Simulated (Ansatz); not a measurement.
# BFH4OSn: up Jacob's ladder to CCSD(T)

How much do the methods differ for BFH4OSn? The plan is to run it at one geometry with functionals of several rungs and with coupled cluster, and see how far each lands from CCSD(T) at the basis-set limit for the atomisation energy.

Computed with Ansatz 0.2.0, Gaussian basis. Level: functionals in def2-TZVPP, the program's frozen cores in correlated methods.

The runs, in order: LDA (SPW92), PBE-D4, revPBE-D4, BLYP-D4, r2SCAN-D4, B97M-V, PBE0-D4, B3LYP-D4, r2SCANh-D4, r2SCAN0-D4, HSE06-D4, BHLYP-D4, CAM-B3LYP-D4, LC-ωPBE, ωB97X-V, ωB97M-V, B2PLYP, PBE-QIDH; CCSD(T)/def2-SVP; CCSD(T)/def2-TZVPP; MP2/def2-QZVPP; extrapolation to the limit; RPA on PBE.

1 further run of the same task is left out (for a known fault of the program).

## 1. The geometry

All runs share one geometry, relaxed beforehand with PBE0-D4 in a triple-zeta def2 set. Sn takes the def2 core potential; no spin-orbit term is included.

SMILES `O[BH][SnH2][F]`, 8 atoms, charge 0, spin multiplicity 1.

Atoms are counted from 1 here; the program's logs count them from 0.

Bond lengths: O1–B2 1.334 Å, O1–H5 0.975 Å, B2–Sn3 2.268 Å, B2–H6 1.194 Å, Sn3–F4 1.976 Å, Sn3–H7 1.707 Å, Sn3–H8 1.707 Å. Angles: B2–O1–H5 112.4°, O1–B2–Sn3 110.0°, O1–B2–H6 120.2°, Sn3–B2–H6 129.8°, B2–Sn3–F4 88.0°, B2–Sn3–H7 122.7°, B2–Sn3–H8 122.7°, F4–Sn3–H7 103.6°, F4–Sn3–H8 103.6°, H7–Sn3–H8 108.8°.

As a file:

```mol
BFH4OSn
  3D, bonds by distance, orders not assigned

  8  7  0  0  0  0  0  0  0  0999 V2000
   -0.7037    1.6057   -0.6572 O   0  0
   -0.1460    1.1984    0.4841 B   0  0
    0.4251   -0.9914    0.3305 Sn  0  0
   -0.2897   -0.9776   -1.5118 F   0  0
   -0.7545    0.8928   -1.3205 H   0  0
   -0.0142    1.9604    1.3938 H   0  0
    2.0384   -1.5127    0.1300 H   0  0
   -0.4633   -2.2328    1.0952 H   0  0
  1  2  8  0
  2  3  8  0
  3  4  8  0
  1  5  8  0
  2  6  8  0
  3  7  8  0
  3  8  8  0
M  END
```

## 2. LDA

This LDA is Slater exchange with PW92 correlation.

Input file in.yaml:

```yaml
crystal:
  periodic: [false, false, false]
  atoms:
    - {symbol: O, position_ang: [-0.703698, 1.605702, -0.657218]}
    - {symbol: B, position_ang: [-0.145979, 1.198409, 0.484099]}
    - {symbol: Sn, position_ang: [0.425061, -0.991377, 0.330544]}
    - {symbol: F, position_ang: [-0.289678, -0.977636, -1.511797]}
    - {symbol: H, position_ang: [-0.754472, 0.892769, -1.320519]}
    - {symbol: H, position_ang: [-0.014179, 1.960411, 1.393844]}
    - {symbol: H, position_ang: [2.038413, -1.512706, 0.130044]}
    - {symbol: H, position_ang: [-0.463268, -2.232772, 1.095204]}
basis:
  gaussian: {orbitals: def2-TZVPP}
hamiltonian: {xc: lda}
output: {orbitals: {seedname: orbitals}}
```

Launch:

```
$ ansatz run in.yaml --threads 2 --pin off --events-out ev --progress --plain --max-ram 4352MiB
```

After this run come: PBE-D4 (GGA); revPBE-D4 (GGA); BLYP-D4 (GGA); r2SCAN-D4 (meta-GGA); B97M-V (meta-GGA); PBE0-D4 (hybrid); B3LYP-D4 (hybrid); r2SCANh-D4 (hybrid); r2SCAN0-D4 (hybrid); HSE06-D4 (hybrid); BHLYP-D4 (hybrid); CAM-B3LYP-D4 (range-separated); LC-ωPBE (range-separated); ωB97X-V (range-separated); ωB97M-V (range-separated); B2PLYP (double hybrid); PBE-QIDH (double hybrid); CCSD(T) in def2-SVP; CCSD(T) in def2-TZVPP; MP2 in def2-QZVPP; RPA on PBE orbitals.

Q: Predict the results of all the runs planned. Wanted: atomisation energy, CCSD(T)/CBS; farthest beyond LDA; mean size of error, GGA; mean size of error, meta-GGA; mean size of error, hybrid; mean size of error, range-separated; mean size of error, double hybrid; gap, smallest and largest; T1 diagnostic.

As calculated:

```
                               quantity                                                                                  value
        atomisation energy, CCSD(T)/CBS                                                                          2626.8 kJ/mol
 functionals within 26.3 kJ/mol (1.0 %)  PBE-D4, BLYP-D4, r2SCAN-D4, B97M-V, B3LYP-D4, CAM-B3LYP-D4, LC-ωPBE, ωB97X-V, ωB97M-V
                    farthest beyond LDA                                                               BHLYP-D4 (-114.4 kJ/mol)
                mean size of error, GGA                                                                            31.6 kJ/mol
           mean size of error, meta-GGA                                                                             9.5 kJ/mol
             mean size of error, hybrid                                                                            53.4 kJ/mol
    mean size of error, range-separated                                                                             9.2 kJ/mol
      mean size of error, double hybrid                                                                            52.4 kJ/mol
              gap, smallest and largest                                              4.24 eV (LDA (SPW92)), 11.32 eV (LC-ωPBE)
                          T1 diagnostic                                                                                 0.0150
triples share of the correlation energy                                                                                  3.1 %
```

In words: LDA overbinds by 396.9 kJ/mol (15 %). PBE-D4 misses by +23.5 kJ/mol. Double hybrids carry the basis error of their MP2 part in triple zeta, and no dispersion term here, so their miss is partly the set-up's. The rungs range-separated, meta-GGA miss on average by less than the doubt on the reference (26.3 kJ/mol), so they tie. The reference freezes the cores and leaves out spin-orbit coupling and excitations past (T), and its outer-core shells are covered unevenly, so misses under about 26.3 kJ/mol can't be ranked. All levels share the lack of spin-orbit coupling, which lowers the free heavy atoms and so the true binding. Hartree-Fock recovers 71 % of the binding; the rest is correlation. CCSD(T) in def2-SVP is off by -179.8 kJ/mol, so the small basis spoils what the method gains. Orbital gaps span 4.2 to 11.3 eV; exact exchange widens them. Correlated methods include outer-core shells of Sn, which these sets cover unevenly.
